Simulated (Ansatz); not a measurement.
# CH5NOSi: the cost of one run

Method: RKS PBE0/def2-SVP, in Ansatz 0.2.0.

## 1. The starting structure

Bond lengths: N1–C2 1.260 Å, C2–Si3 1.901 Å, Si3–O4 1.618 Å, N1–H5 1.022 Å, C2–H6 1.098 Å, Si3–H7 1.462 Å, Si3–H8 1.462 Å, O4–H9 0.958 Å. Angles: N1–C2–Si3 116.6°, N1–C2–H6 123.0°, Si3–C2–H6 120.3°, C2–N1–H5 116.5°, C2–Si3–O4 106.3°, C2–Si3–H7 109.2°, C2–Si3–H8 109.3°, O4–Si3–H7 109.8°, O4–Si3–H8 109.7°, H7–Si3–H8 112.3°, Si3–O4–H9 116.8°.

As a file:

```xyz
9

N    -0.9272    0.9283   -0.9415
C     0.2713    0.6167   -0.7103
Si    0.5704   -0.6534    0.6715
O    -0.8886   -1.0545    1.2451
H    -1.0856    1.6127   -1.6834
H     1.1186    1.0459   -1.2620
H     1.3659   -0.0339    1.7301
H     1.2198   -1.8359    0.1086
H    -1.6446   -0.6259    0.8419
```

## 2. Relaxing end A

input.yaml reads:

```yaml
crystal:
  periodic: [false, false, false]
  atoms:
    - { symbol: "N", position_ang: [-0.92719, 0.92827, -0.9415] }
    - { symbol: C, position_ang: [0.27131, 0.61674, -0.71027] }
    - { symbol: Si, position_ang: [0.57039, -0.65343, 0.67155] }
    - { symbol: O, position_ang: [-0.88861, -1.05447, 1.24511] }
    - { symbol: H, position_ang: [-1.08558, 1.61266, -1.68341] }
    - { symbol: H, position_ang: [1.11857, 1.04586, -1.26205] }
    - { symbol: H, position_ang: [1.36586, -0.03389, 1.73014] }
    - { symbol: H, position_ang: [1.21982, -1.83589, 0.10856] }
    - { symbol: H, position_ang: [-1.64459, -0.62585, 0.84187] }
basis:
  gaussian: { orbitals: def2-SVP }
hamiltonian:
  xc: pbe0
relax:
  f_tol: 0.015
  max_steps: 40
```

Launch:

```bash
ansatz run input.yaml --threads 1 --pin off --max-ram 2048MiB --backend cpu --events-out ev --progress --plain --runs-dir out
```

**Question.** How long does this run take on 1 thread of Arm Neoverse V2, shared host, and how much memory does it need?

About 26 s, with a peak of 0.16 GiB.
